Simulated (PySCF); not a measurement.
# ReF: bond curves at several levels of theory

Aim: find the lowest electronic state of ReF, scan its bond at several levels of theory, and get bond length, wavenumber and dissociation energy from each curve.

Program: PySCF 2.14.0. Level of theory: Re def2-TZVPP with ECP60, F def2-TZVPP, scalar-relativistic core potentials. These are calculated values, not measurements.

## Step 1: Input

The job is set up so:

```
atoms                         : Re, F
charge                        : 0
basis                         : Re def2-TZVPP with ECP60, F def2-TZVPP
Hamiltonian                   : scalar-relativistic core potentials
basis functions               : 87
electrons treated             : 24
masses in u                   : 186.9558, 18.9984
levels                        : PBE0, PBE, r²SCAN, MN15, PW91, B2PLYP, B3LYP, ωB97X-V, HF, MP2, SCS-MP2
grid                          : 80 radial by 434 angular points
occupations                   : held fixed by the projection of orbital angular momentum
dissociation limit            : Re + F, each in its ground configuration
starting distance in angstrom : 1.865
values of 2S to try           : 0, 2, 4, 6, 8
```

On the command line:

```bash
OMP_NUM_THREADS=1 python dia.py task.json out
```

Further steps of the session: PBE0 along the bond; Excited determinants; PBE (GGA); r²SCAN (meta-GGA); MN15 (hybrid meta-GGA); PW91 (GGA); B2PLYP (double hybrid); B3LYP (global hybrid GGA); ωB97X-V (range-separated hybrid); UHF (mean field).

Before running it: what results should come out? Wanted: for each run, Re; ωe; De; μ.

**Answer**, as computed:

Lowest PBE0 solution found, without spin–orbit coupling: ⁷Σ⁺ (septet), unpaired electrons σ ↑↑, π ↑↑, δ ↑↑. State 2 has its PBE0 minimum 0.00 eV higher. State 3 has its PBE0 minimum 0.73 eV higher. State 4 has its PBE0 minimum 0.97 eV higher. The other levels ran on the lowest alone.

```csv
level,Re (Å),ωe (cm⁻¹),De (eV),μ (D)
UHF,2.004,534,3.04,-2.38
UHF-MP2,1.983,552,4.10,n/a
UHF-SCS-MP2,1.989,547,3.74,n/a
PBE,1.997,520,4.40,-1.50
PW91,1.996,522,4.44,-1.50
r²SCAN,1.988,538,4.49,-1.69
B3LYP,2.000,524,3.75,-1.85
PBE0,1.983,540,4.12,-1.76
MN15,1.972,554,3.88,-1.76
ωB97X-V,1.981,547,3.93,-1.62
B2PLYP,1.994,535,3.75,-2.12
```

De is counted to Re + F in their ground configurations. A positive dipole means Re(−)F(+).

In words: Bond lengths run from 1.972 Å (MN15) to 2.004 Å (UHF). Of the levels with a De here, UHF gives the least (3.04 eV) and r²SCAN the most (4.49 eV).

Correlated steps freeze 1 core orbital. These are scalar-relativistic numbers at best; spin–orbit coupling would shift them, the dissociation energy most. B2PLYP dipoles, levels and charges come from its SCF part alone. With d or f electrons several states lie close, and the lowest PBE0 determinant need not be the measured ground state. With spin–orbit coupling the term label itself may not hold.
